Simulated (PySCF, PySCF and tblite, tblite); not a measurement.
# C8H8O: conformers and averaged spectra

Which conformers does C8H8O (`C#CC#C/C(C)=C\OC`) populate, and what do their averaged NMR parameters look like?

Programs: PySCF 2.14.0 with density-fitted response routines of our own, and tblite 0.8.0. All values are computed, except where a source is named. Atoms count from 0 throughout.

### Step 1. The starting structure

17 atoms, charge 0, multiplicity 1; geometry from: MMFF94s geometry.

Bonds of the start (Å): C0–C1 1.21, C0–H9 1.05, C1–C2 1.53, C2–C3 1.21, C3–C4 1.43, C4–C5 1.51, C4–C6 1.34, C5–H10 1.10, C5–H11 1.10, C5–H12 1.10, C6–H13 1.08, C6–O7 1.36, C8–H14 1.09, C8–H15 1.10, C8–H16 1.09, O7–C8 1.42.

### Step 2. GFN2-xTB relaxation, conformer 1

What the job is given:

```
{"job": {"xc": "GFN2-xTB", "basis": "xTB", "kind": "relax"}, "charge": 0, "multiplicity": 1}
C      4.067100    -1.401100    -0.476000
C      2.993800    -0.863100    -0.296800
C      1.647900    -0.191000    -0.042500
C      0.575200     0.347100     0.134000
C     -0.665100     1.008000     0.371100
C     -0.620400     2.516900     0.388600
C     -1.844000     0.386400     0.540600
O     -2.220600    -0.920700     0.581000
C     -1.262400    -1.957300     0.394700
H      4.995100    -1.869500    -0.637500
H     -0.243200     2.902100    -0.564500
H      0.046300     2.859400     1.191900
H     -1.605100     2.966400     0.574900
H     -2.745900     0.963400     0.705300
H     -0.519800    -1.930100     1.191100
H     -1.794300    -2.911600     0.470000
H     -0.811600    -1.893200    -0.596500
```

Started as:

```console
$ OMP_NUM_THREADS=1 python ens_run.py task.json out
```

This one command runs the whole study; its stages follow in the order run.

The log of the run:

```text
step      E/eV     max force
  0    -682.90153    4.155
  1    -683.09808    4.233
  2    -683.25483    1.912
  3    -683.32603    1.187
  4    -683.38867    1.530
  5    -683.39425    2.213
  6    -683.42487    0.694
  7    -683.44262    0.450
  8    -683.45202    0.347
  9    -683.45548    0.212
 10    -683.45827    0.150
 11    -683.46026    0.200
 12    -683.46179    0.112
 13    -683.46304    0.131
 14    -683.46443    0.129
 15    -683.46573    0.121
 16    -683.46698    0.102
 17    -683.46841    0.092
 18    -683.47018    0.130
 19    -683.47181    0.143
 20    -683.47274    0.083
 21    -683.47319    0.056
 22    -683.47348    0.045
 23    -683.47374    0.054
 24    -683.47394    0.046
 25    -683.47407    0.032
 26    -683.47407    0.032
 27    -683.47412    0.024
 28    -683.47417    0.100
 29    -683.47421    0.052
 30    -683.47425    0.017
 31    -683.47428    0.024
 32    -683.47437    0.110
 33    -683.47449    0.084
 34    -683.47462    0.051
 35    -683.47468    0.016
 36    -683.47471    0.020
 37    -683.47474    0.025
 38    -683.47476    0.018
 39    -683.47477    0.013
 40    -683.47479    0.013
 41    -683.47480    0.020
 42    -683.47482    0.015
 43    -683.47484    0.014
 44    -683.47487    0.017
 45    -683.47490    0.032
 46    -683.47496    0.041
 47    -683.47502    0.034
 48    -683.47509    0.032
 49    -683.47515    0.024
 50    -683.47519    0.027
 51    -683.47523    0.025
 52    -683.47526    0.013
 53    -683.47528    0.016
 54    -683.47530    0.013
 55    -683.47532    0.017
 56    -683.47534    0.021
 57    -683.47538    0.019
 58    -683.47542    0.019
 59    -683.47547    0.025
 60    -683.47552    0.023
 61    -683.47556    0.019
 62    -683.47559    0.016
 63    -683.47560    0.008
 64    -683.47561    0.005
 65    -683.47561    0.009
 66    -683.47562    0.011
 67    -683.47563    0.007
 68    -683.47563    0.004
```

It took 0.38 s on 1 thread of Intel Xeon Platinum 8488C, shared host.

The energy fell by 0.574 eV, and the atoms moved 0.11 Å (root mean square).

**GFN2-xTB relaxation, conformer 2**

What the job is given:

```
{"job": {"xc": "GFN2-xTB", "basis": "xTB", "kind": "relax"}, "charge": 0, "multiplicity": 1}
C      4.740000    -1.090300    -0.078800
C      3.529600    -1.000800    -0.060600
C      2.007700    -0.903200    -0.012400
C      0.800100    -0.810600     0.002800
C     -0.625700    -0.731600     0.049200
C     -1.425100    -1.991300    -0.141600
C     -1.227300     0.458900     0.222300
O     -0.542300     1.636500     0.418200
C     -1.321100     2.766800     0.057100
H      5.789200    -1.159600    -0.096900
H     -1.198400    -2.450300    -1.110000
H     -2.503000    -1.810200    -0.098600
H     -1.182300    -2.710300     0.659000
H     -2.301600     0.554400     0.262100
H     -0.703900     3.668300     0.175200
H     -1.650200     2.711200    -0.977300
H     -2.192500     2.874200     0.720300
```

The log of the run:

```text
step      E/eV     max force
  0    -682.82037    4.201
  1    -683.01046    4.486
  2    -683.17999    1.863
  3    -683.25183    1.188
  4    -683.31265    1.298
  5    -683.31728    2.101
  6    -683.34726    0.561
  7    -683.36770    0.465
  8    -683.37521    0.302
  9    -683.37791    0.127
 10    -683.37963    0.119
 11    -683.38095    0.161
 12    -683.38224    0.111
 13    -683.38366    0.140
 14    -683.38502    0.139
 15    -683.38625    0.110
 16    -683.38752    0.098
 17    -683.38916    0.112
 18    -683.39111    0.120
 19    -683.39284    0.107
 20    -683.39409    0.098
 21    -683.39520    0.089
 22    -683.39636    0.094
 23    -683.39748    0.098
 24    -683.39847    0.087
 25    -683.39934    0.074
 26    -683.40013    0.075
 27    -683.40075    0.069
 28    -683.40117    0.046
 29    -683.40152    0.044
 30    -683.40190    0.055
 31    -683.40232    0.065
 32    -683.40272    0.058
 33    -683.40310    0.063
 34    -683.40350    0.052
 35    -683.40391    0.060
 36    -683.40419    0.042
 37    -683.40433    0.030
 38    -683.40433    0.030
 39    -683.40438    0.029
 40    -683.40457    0.063
 41    -683.40466    0.033
 42    -683.40473    0.080
 43    -683.40485    0.068
 44    -683.40498    0.038
 45    -683.40513    0.035
 46    -683.40522    0.044
 47    -683.40535    0.030
 48    -683.40547    0.040
 49    -683.40561    0.039
 50    -683.40573    0.036
 51    -683.40581    0.020
 52    -683.40588    0.022
 53    -683.40596    0.028
 54    -683.40605    0.032
 55    -683.40614    0.025
 56    -683.40623    0.027
 57    -683.40634    0.027
 58    -683.40645    0.033
 59    -683.40654    0.022
 60    -683.40659    0.022
 61    -683.40663    0.022
 62    -683.40668    0.026
 63    -683.40673    0.023
 64    -683.40677    0.016
 65    -683.40680    0.017
 66    -683.40683    0.018
 67    -683.40688    0.027
 68    -683.40695    0.027
 69    -683.40702    0.016
 70    -683.40707    0.016
 71    -683.40712    0.026
 72    -683.40718    0.032
 73    -683.40726    0.029
 74    -683.40733    0.024
 75    -683.40738    0.019
 76    -683.40741    0.015
 77    -683.40744    0.019
 78    -683.40748    0.020
 79    -683.40751    0.016
 80    -683.40755    0.016
 81    -683.40758    0.014
 82    -683.40761    0.014
 83    -683.40765    0.015
 84    -683.40770    0.022
 85    -683.40775    0.025
 86    -683.40781    0.027
 87    -683.40786    0.022
 88    -683.40792    0.021
 89    -683.40797    0.027
 90    -683.40802    0.024
 91    -683.40806    0.012
 92    -683.40808    0.009
 93    -683.40809    0.009
 94    -683.40810    0.009
 95    -683.40813    0.014
 96    -683.40818    0.015
 97    -683.40824    0.017
 98    -683.40828    0.016
 99    -683.40831    0.011
100    -683.40833    0.011
101    -683.40835    0.010
102    -683.40838    0.011
103    -683.40841    0.016
104    -683.40845    0.038
105    -683.40850    0.024
106    -683.40856    0.017
107    -683.40862    0.030
108    -683.40864    0.063
109    -683.40870    0.023
110    -683.40880    0.041
111    -683.40881    0.041
112    -683.40890    0.014
113    -683.40893    0.015
114    -683.40899    0.018
115    -683.40902    0.013
116    -683.40906    0.010
117    -683.40908    0.009
118    -683.40909    0.007
119    -683.40909    0.005
120    -683.40910    0.005
121    -683.40910    0.004
122    -683.40911    0.002
```

It took 0.71 s on 1 thread of Intel Xeon Platinum 8488C, shared host.

Relaxing gained 0.589 eV and moved the atoms by 0.20 Å on average (rms).

### Step 3. Shieldings, conformer 1: PBE0/pcSseg-1

What the job is given:

```
{"job": {"xc": "PBE0", "basis": "pcSseg-1", "kind": "nmr", "pop": true}, "charge": 0, "multiplicity": 1}
C      3.947044    -1.266309    -0.454608
C      2.869390    -0.760117    -0.263004
C      1.662598    -0.184237    -0.048593
C      0.549919     0.259771     0.146747
C     -0.663643     0.936035     0.363349
C     -0.535237     2.439156     0.375417
C     -1.863205     0.363692     0.549578
O     -2.244281    -0.932171     0.583576
C     -1.276323    -1.938253     0.399043
H      4.882657    -1.708296    -0.620577
H     -0.135697     2.790119    -0.575662
H      0.153062     2.751786     1.160181
H     -1.500869     2.907281     0.546471
H     -2.731607     0.990768     0.707370
H     -0.507801    -1.898317     1.175645
H     -1.814402    -2.883019     0.465467
H     -0.798603    -1.855859    -0.580930
```

The log of the run:

```text
coarse grid: 14736 points
cycle   1  E = -384.0949434618  dE =  1.444e+00  |g| = 5.411e-01  |ddm| = 4.138e+00
cycle   2  E = -384.0723481807  dE =  2.260e-02  |g| = 6.626e-01  |ddm| = 1.116e+00
cycle   3  E = -384.1526292421  dE = -8.028e-02  |g| = 1.540e-01  |ddm| = 6.359e-01
cycle   4  E = -384.1566990151  dE = -4.070e-03  |g| = 6.443e-02  |ddm| = 1.638e-01
cycle   5  E = -384.1576040696  dE = -9.051e-04  |g| = 2.412e-02  |ddm| = 6.727e-02
cycle   6  E = -384.1577389194  dE = -1.348e-04  |g| = 6.918e-03  |ddm| = 2.333e-02
cycle   7  E = -384.1577497470  dE = -1.083e-05  |g| = 2.728e-03  |ddm| = 8.039e-03
cycle   8  E = -384.1577516273  dE = -1.880e-06  |g| = 6.484e-04  |ddm| = 2.680e-03
final grid: 143848 points
cycle   9  E = -384.2249650790  dE = -4.519e-05  |g| = 1.150e-02  |ddm| = 1.098e-01
cycle  10  E = -384.2249301164  dE =  3.496e-05  |g| = 1.784e-02  |ddm| = 2.303e-02
cycle  11  E = -384.2249903046  dE = -6.019e-05  |g| = 2.923e-03  |ddm| = 1.533e-02
cycle  12  E = -384.2249922577  dE = -1.953e-06  |g| = 7.500e-04  |ddm| = 2.916e-03
cycle  13  E = -384.2249923952  dE = -1.375e-07  |g| = 2.525e-04  |ddm| = 8.197e-04
cycle  14  E = -384.2249924108  dE = -1.555e-08  |g| = 9.433e-05  |ddm| = 3.025e-04
cycle  15  E = -384.2249924132  dE = -2.466e-09  |g| = 3.146e-05  |ddm| = 1.214e-04
cycle  16  E = -384.2249924134  dE = -2.283e-10  |g| = 1.255e-05  |ddm| = 3.538e-05
converged SCF energy = -384.2249924134

GIAO shielding tensors (ppm)
atom      isotropic    diamagn.    paramagn.     s11        s22        s33       span
  0 C      107.152     263.355    -156.202     37.009     44.056    240.392    203.384
  1 C      112.827     247.948    -135.121     21.802     23.325    293.355    271.553
  2 C      100.288     250.674    -150.387     34.111     55.612    211.140    177.029
  3 C      108.579     253.284    -144.705      7.344      9.878    308.513    301.169
  4 C       94.010     268.639    -174.629     12.978    111.129    157.925    144.947
  5 C      163.726     243.380     -79.654    148.545    153.453    189.181     40.636
  6 C       22.961     247.286    -224.325    -84.611     59.419     94.077    178.688
  7 O      195.454     392.815    -197.360     53.889    228.908    303.565    249.677
  8 C      127.350     248.204    -120.854    102.494    108.687    170.868     68.374
  9 H       29.807      34.632      -4.825     25.066     25.088     39.267     14.201
 10 H       29.659      28.140       1.519     25.661     28.114     35.201      9.540
 11 H       29.659      27.699       1.960     25.662     28.114     35.202      9.539
 12 H       30.238      28.864       1.374     26.072     28.422     36.218     10.146
 13 H       25.076      30.643      -5.567     21.605     24.711     28.911      7.306
 14 H       27.167      30.572      -3.405     23.061     27.407     31.033      7.972
 15 H       27.684      28.079      -0.395     23.794     26.600     32.658      8.864
 16 H       27.164      31.017      -3.853     23.051     27.415     31.027      7.975
```

It took 29 s on 1 thread of Intel Xeon Platinum 8488C, shared host; peak memory 0.9 GiB.

Key values: HOMO -6.18 eV, LUMO -1.11 eV; dipole 0.53 D.

### Step 4. Shieldings, conformer 2: PBE0/pcSseg-1

What the job is given:

```
{"job": {"xc": "PBE0", "basis": "pcSseg-1", "kind": "nmr", "pop": false}, "charge": 0, "multiplicity": 1}
C      4.583982    -1.149845    -0.042821
C      3.384190    -1.030114    -0.034502
C      2.035163    -0.907024    -0.028159
C      0.828786    -0.786422    -0.023426
C     -0.573991    -0.703773    -0.025948
C     -1.325593    -2.003743    -0.093587
C     -1.206566     0.477651     0.029148
O     -0.543611     1.662448     0.097511
C     -1.352076     2.811547     0.113231
H      5.627277    -1.249191    -0.049463
H     -1.032577    -2.562198    -0.982016
H     -2.397660    -1.826113    -0.125439
H     -1.095103    -2.618608     0.776122
H     -2.290655     0.526022     0.024505
H     -0.676647     3.660856     0.197148
H     -1.934517     2.902702    -0.810537
H     -2.037401     2.807833     0.968322
```

The log of the run:

```text
coarse grid: 14736 points
cycle   1  E = -384.0881954573  dE =  1.440e+00  |g| = 5.659e-01  |ddm| = 4.226e+00
cycle   2  E = -384.0563239672  dE =  3.187e-02  |g| = 7.160e-01  |ddm| = 1.319e+00
cycle   3  E = -384.1544614921  dE = -9.814e-02  |g| = 1.403e-01  |ddm| = 7.830e-01
cycle   4  E = -384.1577907514  dE = -3.329e-03  |g| = 5.318e-02  |ddm| = 1.454e-01
cycle   5  E = -384.1582997554  dE = -5.090e-04  |g| = 2.726e-02  |ddm| = 5.777e-02
cycle   6  E = -384.1584766800  dE = -1.769e-04  |g| = 4.992e-03  |ddm| = 2.186e-02
cycle   7  E = -384.1584813525  dE = -4.672e-06  |g| = 2.347e-03  |ddm| = 6.681e-03
final grid: 143848 points
cycle   8  E = -384.2255943018  dE = -2.340e-05  |g| = 1.315e-02  |ddm| = 1.065e-01
cycle   9  E = -384.2255369574  dE =  5.734e-05  |g| = 2.154e-02  |ddm| = 3.139e-02
cycle  10  E = -384.2256279536  dE = -9.100e-05  |g| = 2.320e-03  |ddm| = 2.138e-02
cycle  11  E = -384.2256292651  dE = -1.312e-06  |g| = 5.365e-04  |ddm| = 2.553e-03
cycle  12  E = -384.2256293320  dE = -6.690e-08  |g| = 2.168e-04  |ddm| = 6.167e-04
cycle  13  E = -384.2256293421  dE = -1.005e-08  |g| = 7.781e-05  |ddm| = 2.297e-04
cycle  14  E = -384.2256293436  dE = -1.504e-09  |g| = 2.117e-05  |ddm| = 9.644e-05
cycle  15  E = -384.2256293437  dE = -1.017e-10  |g| = 6.809e-06  |ddm| = 2.119e-05
converged SCF energy = -384.2256293437

GIAO shielding tensors (ppm)
atom      isotropic    diamagn.    paramagn.     s11        s22        s33       span
  0 C      106.405     263.576    -157.170     38.746     42.840    237.630    198.884
  1 C      112.679     249.034    -136.355     21.540     22.641    293.857    272.317
  2 C       96.688     248.487    -151.799     33.102     52.278    204.684    171.582
  3 C      111.246     253.337    -142.091      8.254     12.165    313.319    305.065
  4 C       87.780     267.748    -179.969      3.118    106.385    153.835    150.717
  5 C      166.355     242.912     -76.556    154.543    155.292    189.231     34.688
  6 C       20.557     254.186    -233.629    -80.955     62.090     80.537    161.493
  7 O      219.818     401.036    -181.218     95.239    270.243    293.972    198.732
  8 C      126.781     241.842    -115.062     94.230    101.231    184.881     90.652
  9 H       29.762      34.644      -4.881     25.084     25.166     39.037     13.953
 10 H       29.748      27.557       2.191     25.640     28.118     35.485      9.846
 11 H       30.313      29.313       1.000     26.087     28.799     36.053      9.967
 12 H       29.721      27.483       2.238     25.647     27.943     35.572      9.925
 13 H       25.148      33.657      -8.509     22.866     23.178     29.401      6.535
 14 H       27.652      27.693      -0.041     23.724     25.800     33.431      9.707
 15 H       27.962      27.696       0.266     24.390     25.665     33.831      9.441
 16 H       27.982      27.609       0.373     24.471     25.698     33.777      9.306
```

Wall time 26 s (1 thread of Intel Xeon Platinum 8488C, shared host); peak memory 0.91 GiB.

In short: HOMO -6.07 eV, LUMO -1.07 eV; dipole 3.21 D.

### Step 5. Boltzmann average: properties at PBE0/pcSseg-1

What the job is given:

```
{"job": {"study": "conf", "smiles": "C#CC#C/C(C)=C\\OC", "search": {"seed": 2675, "n_embed": 60, "ff_keep": 14, "window": 3.0, "nmax": 10, "temps": [220, 260, 298.15, 340, 380], "t_ref": 298.15, "order": 0.002}, "level": {"nmr": {"xc": "PBE0", "basis": "pcSseg-1"}}, "kind": "conf"}, "charge": 0, "multiplicity": 1}
C      4.583982    -1.149845    -0.042821
C      3.384190    -1.030114    -0.034502
C      2.035163    -0.907024    -0.028159
C      0.828786    -0.786422    -0.023426
C     -0.573991    -0.703773    -0.025948
C     -1.325593    -2.003743    -0.093587
C     -1.206566     0.477651     0.029148
O     -0.543611     1.662448     0.097511
C     -1.352076     2.811547     0.113231
H      5.627277    -1.249191    -0.049463
H     -1.032577    -2.562198    -0.982016
H     -2.397660    -1.826113    -0.125439
H     -1.095103    -2.618608     0.776122
H     -2.290655     0.526022     0.024505
H     -0.676647     3.660856     0.197148
H     -1.934517     2.902702    -0.810537
H     -2.037401     2.807833     0.968322
```

The log of the run:

```text
conformer  sym    E(xTB)   E(DFT)   G(298.15 K)  weight  dipole/D
    1     Cs      0.000    0.000    0.462   0.3142    0.532
    2     Cs      1.534    0.381    0.000   0.6858    3.209

mean shielding (ppm) by class
class atoms           220 K      260 K   298.15 K      340 K      380 K
  0 C  0            106.644    106.641     106.64    106.639    106.639
  1 C  1            112.727    112.726    112.726    112.726    112.726
  2 C  2             97.836     97.825     97.819     97.816     97.815
  3 C  3            110.395    110.403    110.408     110.41    110.411
  4 C  4             89.766     89.748     89.737     89.731     89.729
  5 C  5            165.517    165.525    165.529    165.532    165.533
  6 C  6             21.324     21.317     21.313      21.31      21.31
  7 O  7             212.05    212.121    212.162    212.187    212.194
  8 C  8            126.962     126.96    126.959    126.959    126.959
  9 H  9             29.777     29.776     29.776     29.776     29.776
 10 H  10,11,12      29.903     29.903     29.903     29.904     29.904
 11 H  13            25.125     25.125     25.126     25.126     25.126
 12 H  14,15,16      27.697     27.699       27.7       27.7       27.7
```

Wall time 58 s (1 thread of Intel Xeon Platinum 8488C, shared host). This counts the runs that the step sums up.

The search (ETKDG, MMFF94s, GFN2-xTB) embedded 60 structures, kept 2 distinct ones after the force field and 2 after xTB; 2 were carried on (window 3.0 kcal/mol at the search's own energies). Energies: PBE0/pcSseg-1 with D3(BJ).

The conformers at 298 K:

| no. | group | mirror pair | ΔE xTB | ΔE DFT | ΔG | weight (%) | μ (D) | C4–C6–O7–C8 (°) | A, B, C (GHz) |
| --- | --- | --- | --- | --- | --- | --- | --- | --- | --- |
| 1 | Cs | no | 0.00 | 0.00 | 0.46 | 31.4 | 0.53 | 0 | 2.50, 0.94, 0.69 |
| 2 | Cs | no | 1.53 | 0.38 | 0.00 | 68.6 | 3.21 | 178 | 2.46, 0.80, 0.61 |

Energies in kcal/mol. ΔG holds xTB vibrations and rotation, symmetry numbers and mirror pairs.

Weights (%) by temperature:

| no. | 220 K | 260 K | 298 K | 340 K | 380 K |
| --- | --- | --- | --- | --- | --- |
| 2 | 68.1 | 68.4 | 68.6 | 68.7 | 68.7 |
| 1 | 31.9 | 31.6 | 31.4 | 31.3 | 31.3 |

How the weights hang on the way they are made:

| scheme | 2 | 1 | mean μ (D) |
| --- | --- | --- | --- |
| DFT free energy | 69 | 31 | 2.37 |
| DFT energy, symmetry counted | 34 | 66 | 1.45 |
| DFT energy alone | 34 | 66 | 1.45 |
| xTB energy, symmetry counted | 7 | 93 | 0.72 |
| xTB free energy | 24 | 76 | 1.17 |
| lowest conformer only | 100 | 0 | 3.21 |
| equal weights | 50 | 50 | 1.87 |
| conformers found from three starts alone | 100 | 0 | 3.21 |

Shifts against references run at the same level (¹³C TMS 186.9, ¹⁷O H2O 336.1, ¹H TMS 31.72 ppm of shielding), by class of atoms, at 298 K:

| atoms | environment | no. 2 | no. 1 | average |
| --- | --- | --- | --- | --- |
| C6 | alkene carbon bearing oxygen | 166.4 | 164.0 | 165.6 |
| C4 | β carbon of an enol-ether or enamine type C=C | 99.1 | 92.9 | 97.2 |
| C2 | alkyne carbon | 90.2 | 86.6 | 89.1 |
| C0 | terminal alkyne carbon | 80.5 | 79.8 | 80.3 |
| C3 | alkyne carbon | 75.7 | 78.3 | 76.5 |
| C1 | alkyne carbon | 74.2 | 74.1 | 74.2 |
| C8 | methyl carbon bonded to O | 60.1 | 59.6 | 60.0 |
| C5 | allylic methyl carbon | 20.6 | 23.2 | 21.4 |
| H13 | hydrogen on an alkene carbon bearing oxygen | 6.57 | 6.64 | 6.59 |
| H14, H15, H16 | hydrogen on a methyl carbon bonded to O | 3.85 | 4.38 | 4.02 |
| H9 | hydrogen on a terminal alkyne carbon | 1.95 | 1.91 | 1.94 |
| H10, H11, H12 | hydrogen on an allylic methyl carbon | 1.79 | 1.86 | 1.81 |
| O7 | ether oxygen | 116.3 | 140.6 | 123.9 |

Effective distances for nuclear Overhauser effects, ⟨r⁻⁶⟩^(−1/6) over all pairs of two classes (Å): H10···H13 2.72; H13···H14 2.81.

### Step 6. What came out

```
                           quantity                                                value
                         conformers  2; the first in weight is no. 2 (Cs), 69 % at 298 K
            root-mean-square dipole                                               2.67 D
averaged ¹³C shifts (PBE0/pcSseg-1)  165.6, 97.2, 89.1, 80.3, 76.5, 74.2, 60.0, 21.4 ppm
 averaged ¹H shifts (PBE0/pcSseg-1)                           6.59, 4.02, 1.94, 1.81 ppm
```

In words: Conformer 2 leads with 69 % at 298 K, and its share goes from 68 % at 220 K to 69 % at 380 K. It is not the lowest in DFT energy (no. 1 is): thermal terms favour it. Among conformers over 5 %, C4 differs by 6.2 ppm, while the average moves by 0.0 ppm from 220 to 380 K.
